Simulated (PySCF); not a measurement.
# SbCl: bond curves at several levels of theory

An exercise on one series of results from a longer session: the logs are not shown, and one member is left open.

The runs use PySCF 2.14.0; Sb def2-TZVPPD with ECP28, Cl def2-TZVPPD, scalar-relativistic core potentials.

The first run:

The job is set up so:

```json
{
 "atoms": "Sb, Cl",
 "charge": "0",
 "basis": "Sb def2-TZVPPD with ECP28, Cl def2-TZVPPD",
 "Hamiltonian": "scalar-relativistic core potentials",
 "basis functions": "107",
 "electrons treated": "40",
 "masses in u": "120.9038, 34.9689",
 "levels": "PBE0, PBE, r²SCAN, M06-2X, MN15, B3LYP, BLYP, M06-L, ωB97X-V, HF, MP2, SCS-MP2, CCSD, CCSD(T)",
 "grid": "80 radial by 434 angular points",
 "occupations": "held fixed by the projection of orbital angular momentum",
 "dissociation limit": "Sb + Cl, each in its ground configuration",
 "starting distance in angstrom": "2.335",
 "values of 2S to try": "0, 2, 4"
}
```

Run with:

```console
$ OMP_NUM_THREADS=2 python dia.py task.json out
```

Steps of the session up to this table: The job; First curve: PBE0; Excited determinants; PBE; r²SCAN (meta-GGA); M06-2X (hybrid meta-GGA); MN15 (hybrid meta-GGA); B3LYP; BLYP (GGA); M06-L (meta-GGA); ωB97X-V (range-separated hybrid); UHF (mean field); Correlated methods on the Hartree–Fock reference.

One table of the session follows, with a row left open; its other results are not shown here.

Energy (eV) from each level's lowest point:

```
R (Å)    UHF  UHF-MP2  UHF-SCS-MP2  UHF-CCSD  UHF-CCSD(T)
2.020  1.279    1.160        1.217       n/a          n/a
2.114  0.566    0.493        0.531     0.523        0.536
2.208  0.180    0.142        0.164     0.158        0.166
2.279  0.043    0.026        0.037     0.033        0.037
2.349  0.000    0.000        0.000     0.000        0.000
2.420  0.028    0.041        0.031     0.035        0.031
2.513  0.144    0.169        0.148     0.156        0.146
2.631      ?        ?            ?         ?            ?
2.772  0.705    0.749        0.707     0.722        0.695
2.960  1.148    1.359        1.341       n/a          n/a
```

Q: Estimate the row for R (Å) = 2.631 from the others.

Worked estimate for «UHF». A straight line through the neighbours (2.513, 0.144) and (2.772, 0.705) gives 0.144 + (0.705 − 0.144) × (2.631 − 2.513) / (2.772 − 2.513) = 0.400; a parabola fitted to 4 rows on both sides gives 0.389.

**Answer.** UHF: 0.370; UHF-MP2: 0.405; UHF-SCS-MP2: 0.371; UHF-CCSD: 0.386; UHF-CCSD(T): 0.368. In «UHF» the line misses by +0.030 and the parabola by +0.019.
